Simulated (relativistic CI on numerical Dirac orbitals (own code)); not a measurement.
# Hf³⁺ (5d) in crystal fields: levels and magnetism

Aim: the levels, ground state and powder susceptibility of Hf³⁺ in 6 parametric crystal fields.

The numbers are computed with relativistic CI on numerical Dirac orbitals (own code) version 1 (Dirac-Coulomb-Breit CI, KLI orbitals optimised for each configuration, model QED (radiative potential, 1s self-energy scaled to tabulated hydrogen-like ionisation energies), valence Slater integrals scaled by 0.9, one configuration in a parametric crystal field), except any that are marked as measured or tabulated.

## (1) Starting point

```
ion            : Hf³⁺ (Hf IV)
nuclear charge : 72
electrons      : 69
open shell     : 5d
Slater scale   : 0.9
field 1 (cm⁻¹) : D4h, 10Dq = 28400, Ds = 950, Dt = -460
field 2 (cm⁻¹) : D4h, 10Dq = 28400, Ds = 1360, Dt = -460
field 3 (cm⁻¹) : D4h, 10Dq = 28400, Ds = 1770, Dt = -460
field 4 (cm⁻¹) : D4h, 10Dq = 28400, Ds = 2180, Dt = -460
field 5 (cm⁻¹) : D4h, 10Dq = 28400, Ds = 2590, Dt = -460
field 6 (cm⁻¹) : D4h, 10Dq = 28400, Ds = 3000, Dt = -460
```

Outer shells as boxes (Hund's rule):

[Xe] 4f14 5d1
```
[Xe] core
4f [↑↓][↑↓][↑↓][↑↓][↑↓][↑↓][↑↓]
5d [↑ ][  ][  ][  ][  ]
```

## (2) Field 1: D4h, 10Dq = 28400, Ds = 950, Dt = -460

Settings of the run:

```ini
atom Hf  Z=72  charge=3  electrons=69
nucleus A=180  rms_radius_fm=5.3470
hamiltonian dirac-coulomb  breit=on  qed=on  c_scale=1
orbitals kli  potential=per-configuration
slater_scale 0.9
correlation none
mixing on
configurations
  [Xe] 4f14 5d
end
crystal_field D4h 10Dq=28400 Ds=950 Dt=-460
```

Results of the run (chosen fields of its result record, rounded):

```text
{
  "status": "converged",
  "cf_levels [E_cm, degeneracy, irrep, S_eff, L_eff, J_eff, g_principal]": [
    [0, 2, "G6", 0.5, 2, 1.891, [0.005, 0.278, 0.278]],
    [1353.8, 2, "G7", 0.5, 2, 2.166, [0.433, 0.433, 3.719]],
    [6259.1, 2, "G7", 0.5, 2, 2.256, [1.296, 2.516, 2.516]],
    [33061, 2, "G6", 0.5, 2, 2.198, [1.995, 2.281, 2.281]],
    [34568.8, 2, "G7", 0.5, 2, 2.202, [2.084, 2.084, 2.426]]
  ],
  "chiT [K, cm3 K/mol]": [[2, 0.00523493], [5, 0.00581278], [10, 0.00677586], [20, 0.00870202], [50, 0.0144805], [100, 0.0241113], [200, 0.0433956], [300, 0.0631753]],
  "stabilisation [cm-1]": -12690.5,
  "radial 5d [Ha, bohr]": {"<r^-3>(5d)": 6.7316, "<r^1>(5d)": 1.9307, "<r^2>(5d)": 4.307, "<r^4>(5d)": 30.968, "zeta(5d)": 0.007137},
  "n_levels_all": 5
}
```

It took 0.11 s on 1 thread, shared host.

## (3) Field 2: D4h, 10Dq = 28400, Ds = 1360, Dt = -460

The settings differ from step 2 so:

```diff
@@ -10,2 +10,2 @@
 end
-crystal_field D4h 10Dq=28400 Ds=950 Dt=-460
+crystal_field D4h 10Dq=28400 Ds=1360 Dt=-460
```

Result record:

```text
{
  "status": "converged",
  "cf_levels [E_cm, degeneracy, irrep, S_eff, L_eff, J_eff, g_principal]": [
    [0, 2, "G6", 0.5, 2, 1.891, [0.005, 0.282, 0.282]],
    [1416.5, 2, "G7", 0.5, 2, 2.196, [0.358, 0.358, 3.824]],
    [7430.4, 2, "G7", 0.5, 2, 2.226, [1.4, 2.438, 2.438]],
    [32653.9, 2, "G6", 0.5, 2, 2.199, [1.995, 2.284, 2.284]],
    [35799, 2, "G7", 0.5, 2, 2.201, [2.08, 2.08, 2.426]]
  ],
  "chiT [K, cm3 K/mol]": [[2, 0.00535266], [5, 0.00592909], [10, 0.00688979], [20, 0.0088112], [50, 0.0145754], [100, 0.0241825], [200, 0.0434117], [300, 0.0630298]],
  "stabilisation [cm-1]": -13101.9,
  "n_levels_all": 5
}
```

It took 0.11 s on 1 thread, shared host.

## (4) Field 3: D4h, 10Dq = 28400, Ds = 1770, Dt = -460

The settings differ from step 3 so:

```diff
@@ -10,2 +10,2 @@
 end
-crystal_field D4h 10Dq=28400 Ds=1360 Dt=-460
+crystal_field D4h 10Dq=28400 Ds=1770 Dt=-460
```

Result record:

```text
{
  "status": "converged",
  "cf_levels [E_cm, degeneracy, irrep, S_eff, L_eff, J_eff, g_principal]": [
    [0, 2, "G6", 0.5, 2, 1.89, [0.005, 0.285, 0.285]],
    [1459.5, 2, "G7", 0.5, 2, 2.217, [0.3, 0.3, 3.882]],
    [8621.4, 2, "G7", 0.5, 2, 2.206, [1.458, 2.377, 2.377]],
    [32246.8, 2, "G6", 0.5, 2, 2.2, [1.995, 2.288, 2.288]],
    [37029.3, 2, "G7", 0.5, 2, 2.201, [2.077, 2.077, 2.427]]
  ],
  "chiT [K, cm3 K/mol]": [[2, 0.00547484], [5, 0.00604993], [10, 0.00700842], [20, 0.00892539], [50, 0.0146763], [100, 0.0242612], [200, 0.0434422], [300, 0.0629497]],
  "stabilisation [cm-1]": -13513.3,
  "n_levels_all": 5
}
```

It took 0.11 s on 1 thread, shared host.

## (5) Field 4: D4h, 10Dq = 28400, Ds = 2180, Dt = -460

The settings differ from step 4 so:

```diff
@@ -10,2 +10,2 @@
 end
-crystal_field D4h 10Dq=28400 Ds=1770 Dt=-460
+crystal_field D4h 10Dq=28400 Ds=2180 Dt=-460
```

Result record:

```text
{
  "status": "converged",
  "cf_levels [E_cm, degeneracy, irrep, S_eff, L_eff, J_eff, g_principal]": [
    [0, 2, "G6", 0.5, 2, 1.889, [0.005, 0.289, 0.289]],
    [1491, 2, "G7", 0.5, 2, 2.232, [0.255, 0.255, 3.917]],
    [9823.9, 2, "G7", 0.5, 2, 2.191, [1.491, 2.329, 2.329]],
    [31839.7, 2, "G6", 0.5, 2, 2.2, [1.995, 2.291, 2.291]],
    [38259.7, 2, "G7", 0.5, 2, 2.2, [2.074, 2.074, 2.428]]
  ],
  "chiT [K, cm3 K/mol]": [[2, 0.00560165], [5, 0.00617545], [10, 0.00713179], [20, 0.00904446], [50, 0.0147825], [100, 0.0243458], [200, 0.0434818], [300, 0.0629035]],
  "stabilisation [cm-1]": -13924.8,
  "n_levels_all": 5
}
```

Wall time 0.11 s (1 thread, shared host).

## (6) Field 5: D4h, 10Dq = 28400, Ds = 2590, Dt = -460

The settings differ from step 5 so:

```diff
@@ -10,2 +10,2 @@
 end
-crystal_field D4h 10Dq=28400 Ds=2180 Dt=-460
+crystal_field D4h 10Dq=28400 Ds=2590 Dt=-460
```

Result record:

```text
{
  "status": "converged",
  "cf_levels [E_cm, degeneracy, irrep, S_eff, L_eff, J_eff, g_principal]": [
    [0, 2, "G6", 0.5, 2, 1.888, [0.005, 0.293, 0.293]],
    [1515.1, 2, "G7", 0.5, 2, 2.244, [0.219, 0.219, 3.939]],
    [11033.9, 2, "G7", 0.5, 2, 2.18, [1.513, 2.291, 2.291]],
    [31432.8, 2, "G6", 0.5, 2, 2.201, [1.995, 2.295, 2.295]],
    [39490.3, 2, "G7", 0.5, 2, 2.2, [2.072, 2.072, 2.428]]
  ],
  "chiT [K, cm3 K/mol]": [[2, 0.0057333], [5, 0.00630583], [10, 0.00726005], [20, 0.00916848], [50, 0.0148938], [100, 0.0244359], [200, 0.043528], [300, 0.0628777]],
  "stabilisation [cm-1]": -14336.3,
  "n_levels_all": 5
}
```

Run time: 0.11 s. Hardware: 1 thread, shared host.

## (7) Field 6: D4h, 10Dq = 28400, Ds = 3000, Dt = -460

The settings differ from step 6 so:

```diff
@@ -10,2 +10,2 @@
 end
-crystal_field D4h 10Dq=28400 Ds=2590 Dt=-460
+crystal_field D4h 10Dq=28400 Ds=3000 Dt=-460
```

Result record:

```text
{
  "status": "converged",
  "cf_levels [E_cm, degeneracy, irrep, S_eff, L_eff, J_eff, g_principal]": [
    [0, 2, "G6", 0.5, 2, 1.887, [0.005, 0.296, 0.296]],
    [1534.3, 2, "G7", 0.5, 2, 2.253, [0.191, 0.191, 3.954]],
    [12248.7, 2, "G7", 0.5, 2, 2.171, [1.527, 2.261, 2.261]],
    [31025.9, 2, "G6", 0.5, 2, 2.202, [1.995, 2.299, 2.299]],
    [40720.9, 2, "G7", 0.5, 2, 2.2, [2.069, 2.069, 2.429]]
  ],
  "chiT [K, cm3 K/mol]": [[2, 0.00587004], [5, 0.0064413], [10, 0.00739339], [20, 0.00929758], [50, 0.0150101], [100, 0.0245311], [200, 0.0435798], [300, 0.0628652]],
  "stabilisation [cm-1]": -14747.9,
  "n_levels_all": 5
}
```

It took 0.11 s on 1 thread, shared host.

## (8) Comparison of the fields

| field | ground state | degeneracy | S | J | first gap (cm⁻¹) | stabilisation (cm⁻¹) | χT at 2 K | χT at 300 K |
| --- | --- | --- | --- | --- | --- | --- | --- | --- |
| 1: D4h | G6 | 2 | 0.50 | 1.89 | 1354 | -12690 | 0.005 | 0.063 |
| 2: D4h | G6 | 2 | 0.50 | 1.89 | 1417 | -13102 | 0.005 | 0.063 |
| 3: D4h | G6 | 2 | 0.50 | 1.89 | 1460 | -13513 | 0.005 | 0.063 |
| 4: D4h | G6 | 2 | 0.50 | 1.89 | 1491 | -13925 | 0.006 | 0.063 |
| 5: D4h | G6 | 2 | 0.50 | 1.89 | 1515 | -14336 | 0.006 | 0.063 |
| 6: D4h | G6 | 2 | 0.50 | 1.89 | 1534 | -14748 | 0.006 | 0.063 |

χT is in cm³ K/mol; stabilisation counts from the free ion's lowest level; S and J come from the expectation values of their squares.

## (9) Summary of results

```
                           quantity                                                 value
ground spin (effective S from ⟨S²⟩)  1: 0.50, 2: 0.50, 3: 0.50, 4: 0.50, 5: 0.50, 6: 0.50
                        χT at 300 K                                0.06 to 0.06 cm³ K/mol
                     ground doublet                         field 4, g = 0.01, 0.29, 0.29
```

What this shows: All fields leave the ground state at S = 1/2. The field is a set of parameters, without covalency or charge transfer.
